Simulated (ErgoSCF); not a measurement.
**SbH3 (stibine) at 5 levels**

Aim: a comparison of 5 runs (HF/STO-3G, HF/3-21G, HF/jorge-DZP, PBE0/STO-3G, BLYP/3-21G) of SbH3 (stibine). 

Program for the calculation: ErgoSCF 3.8.

3 further runs of the same task are left out: 3 set aside as unsound or not needed.

### 1 The molecule

SbH3 has 4 atoms, charge 0, and is taken as a singlet. As SMILES, `[SbH3]`. The shape is that of a PBE0-D4/def2-TZVP optimisation.

Bond lengths: Sb1–H2 1.707 Å, Sb1–H3 1.707 Å, Sb1–H4 1.707 Å. Angles: H2–Sb1–H3 91.4°, H2–Sb1–H4 91.4°, H3–Sb1–H4 91.4°.

### 2 A single-point energy at HF/STO-3G (run 1)

Contents of ergo.in:

```
set_nthreads(1)
molecule_inline Angstrom
Sb       0.456300      -0.309800      -0.464500
H        0.843900       0.072200       1.153900
H       -1.039100      -0.984400       0.008900
H       -0.261000       1.221900      -0.698300
EOF
scf.output_mulliken_pop = 1
charge = 0
scf.max_number_of_iterations = 120
tmpdir = "."
basis = "STO-3G"
scf.use_diagonalization = 1
run "HF"
```

The basis set STO-3G is read from a file made from the Basis Set Exchange's data (not shown).

Command:

```console
ergo ergo.in
```

The log of the run:

```text
[...]
INSC SCF_general constructor, number of basis functions: 30
[...]
INSC Energy   1 =      -6463.81624398291
[...]
INDE E_LUMO =          0.34250828079
[...]
INSC Energy   8 =      -6253.07823239223  ( diff      0.000000000001819 )
[...]
RESC CONVERGED after   8 iterations.
RESC FINAL ENERGY:      -6253.07823239223
[...]
INSC SCF: dipole_moment_x [atomic units] =      -0.16490012
INSC SCF: dipole_moment_y [atomic units] =       0.11198013
INSC SCF: dipole_moment_z [atomic units] =       0.16784889
[...]
```

Wall time 1.9 s (1 thread of Arm Neoverse V2, shared host); peak memory 0.26 GiB.

### 3 A single-point energy at HF/3-21G (run 2)

Contents of ergo.in:

```
# H3Sb, HF
set_nthreads(1)
scf.use_diagonalization = 1
tmpdir = "."
scf.max_number_of_iterations = 120
scf.output_mulliken_pop = 1
basis = "3-21G"
molecule_inline Angstrom
Sb     0.456300    -0.309800    -0.464500
H      0.843900     0.072200     1.153900
H     -1.039100    -0.984400     0.008900
H     -0.261000     1.221900    -0.698300
EOF
run "HF"
```

The basis set 3-21G is read from a file made from the Basis Set Exchange's data (not shown).

Command:

```console
ergo ergo.in
```

The log of the run:

```text
[...]
INSC SCF_general constructor, number of basis functions: 37
[...]
INSC Energy   1 =      -5480.05221645028
[...]
INDE E_LUMO =          0.11556750959
[...]
INSC Energy  10 =      -6287.35947651862  ( diff     -0.000000000000909 )
[...]
RESC CONVERGED after  10 iterations.
RESC FINAL ENERGY:      -6287.35947651862
[...]
INSC SCF: dipole_moment_x [atomic units] =       0.00718631
INSC SCF: dipole_moment_y [atomic units] =      -0.00483941
INSC SCF: dipole_moment_z [atomic units] =      -0.00733975
[...]
```

Wall time 2.6 s (1 thread of Arm Neoverse V2, shared host); peak memory 0.26 GiB.

Runs 3 to 4 aren't shown in full; the table further down has their settings and results.

### 4 A single-point energy at BLYP/3-21G (run 5)

Contents of ergo.in:

```
# single point, H3Sb
set_nthreads(1)
scf.output_mulliken_pop = 1
tmpdir = "."
XC.angint = 41
basis = "3-21G"
XC.sparse_mode = 0
scf.use_diagonalization = 1
scf.max_number_of_iterations = 120
XC.radint = 1e-11
molecule_inline
Sb 0.86228203 -0.58543715 -0.87777778
H  1.59473988 0.13643823 2.18055498
H  -1.96361442 -1.86024640 0.01681856
H  -0.49321852 2.30905635 -1.31959575
EOF
run "BLYP"
```

The basis set 3-21G is read from a file made from the Basis Set Exchange's data (not shown).

Command:

```console
ergo ergo.in
```

The log of the run:

```text
[...]
INDF Weighted mixed functional:
[...]
INSC Energy   1 =      -5488.39630354793
[...]
INDE E_LUMO =         -0.01524158082
[...]
INSC Energy  12 =      -6290.01658613931  ( diff     -0.000000000009095 )
[...]
RESC CONVERGED after  12 iterations.
RESC FINAL ENERGY:      -6290.01658613931
[...]
INSC SCF: dipole_moment_x [atomic units] =      -0.07804195
INSC SCF: dipole_moment_y [atomic units] =       0.05302027
INSC SCF: dipole_moment_z [atomic units] =       0.07942810
[...]
```

Run time: 2.5 s. Hardware: 1 thread of Arm Neoverse V2, shared host; peak memory 0.26 GiB.

### 5 The series

```
run                               level  Cartesian functions  iteration cap   energy (Eh)  dipole moment (D)  wall time
  1                           HF/STO-3G                   no            120  -6253.078232               0.66      1.9 s
  2                            HF/3-21G                   no            120  -6287.359477               0.03      2.6 s
  3  HF/jorge-DZP (Cartesian functions)                  yes            100  -6305.569810               0.05       20 s
  4                         PBE0/STO-3G                   no            120  -6254.922446               1.07      2.8 s
  5                          BLYP/3-21G                   no            120  -6290.016586               0.31      2.5 s
```

### 6 Results

```
            quantity           value
 run 5: total energy  -6290.01659 Eh
run 5: dipole moment          0.31 D
```

**Reading.** The dipole moment (its size) runs from 0.03 D (HF/3-21G) to 1.07 D (PBE0/STO-3G). The two ends differ in method and basis. The two dipoles point in opposite directions. Totals of different functionals can't be ranked against each other. In runs 1, 4 the basis is minimal, so the values are rough. In runs 1, 2, 3, 4, 5 relativity is left out where basis or elements ask for it. All runs together took 29 s, the longest 20 s.
